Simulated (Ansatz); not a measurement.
Write the native input for Ansatz 0.2.0 that does the following.

| Property | Result |
| --- | --- |
| Task | relaxation of cell and atoms |
| Functional | PBEsol |
| Dispersion | D3(BJ) |
| Potentials or basis | Ansatz PAW |
| Cutoff | 420 eV (not typed: the program's choice for these potentials) |
| k mesh | 5 × 5 × 4 |
| Occupations | fermi-dirac, width 0.05 eV |
| Spin | no spin polarisation |

HPbNO4:

```
H Pb N O
1.0
     3.85707    0.00178   -0.03658
     0.17353    4.33436   -0.01647
     0.75803    0.83873    5.87662
H Pb N O
1 1 1 4
Direct
  0.61511 0.89559 0.19844
  0.64597 0.44651 0.91685
  0.71474 0.23810 0.50058
  0.16958 0.47007 0.77768
  0.62919 0.97045 0.49845
  0.56424 0.92583 0.03849
  0.78022 0.42250 0.31951
```

The cell was built by a generator and needn't be a form met in nature.

One way to write it, as run:

input.yaml

```yaml
crystal:
  lattice:
    - [3.85707, 0.00178, -0.03658]
    - [0.17353, 4.33436, -0.01647]
    - [0.75803, 0.83873, 5.87662]
  atoms:
    - { symbol: H, position: [0.61511, 0.89559, 0.19844] }
    - { symbol: Pb, position: [0.64597, 0.44651, 0.91685] }
    - { symbol: "N", position: [0.71474, 0.2381, 0.50058] }
    - { symbol: O, position: [0.16958, 0.47007, 0.77768] }
    - { symbol: O, position: [0.62919, 0.97045, 0.49845] }
    - { symbol: O, position: [0.56424, 0.92583, 0.03849] }
    - { symbol: O, position: [0.78022, 0.4225, 0.31951] }
hamiltonian:
  xc: pbesol
  pseudopotentials: { kind: paw }
  dispersion: d3bj
kpoints:
  mp_grid: { grid: [5, 5, 4] }
scf:
  occupations: { method: fermi_dirac, width: 0.05 }
output:
  forces: true
  stress: true
  eigenvalues: true
  write_density: true
  write_potential: true
  elf: true
  volumetric_format: npy
relax:
  f_tol: 0.01
  max_steps: 40
  cell: { stress_tol: 0.05 }
```

Potentials or basis: Ansatz PAW.

The run is started by

```bash
$ ansatz run input.yaml --threads 8 --pin off --max-ram 20480MiB --backend cpu --events-out ev --progress --plain --runs-dir out
```

Results of the run:

| Item | Value |
| --- | --- |
| Relaxed volume | 11.99 Å³/atom |
| Relaxed cell | a = 3.729 Å, b = 4.101 Å, c = 5.713 Å, α = 79.73°, β = 80.11°, γ = 80.83° |
| Space group after relaxing (to 0.05 Å) | P1 (No. 1) |
| Energy gained by relaxing | 21.1 meV/atom |
| Ionic steps | 32 |
| Pressure after relaxing | 0.0 GPa |
| Largest force after relaxing | 0.009 eV/Å |
| Band gap on the k mesh | 0.63 eV, direct |

Caveat: odd divisions of the mesh miss points on the zone boundary, where band edges often lie, so the gap on the mesh can be too wide; the plane-wave basis is chosen anew once the cell has moved, so the energies of steps on either side of that aren't comparable; the pressure holds a Pulay correction of +0.8 GPa for the finite cutoff; spin-orbit coupling is left out, which as a rule narrows the gap of such compounds by several tenths of an eV; the PAW data sets come from PBE, with cores solved anew for the run's functional, which leaves a small shift of forces and pressure.

It took 43 s on 8 threads of AMD EPYC 9R45 96-Core Processor (Zen 5), on a shared host, peak memory 0.61 GiB.
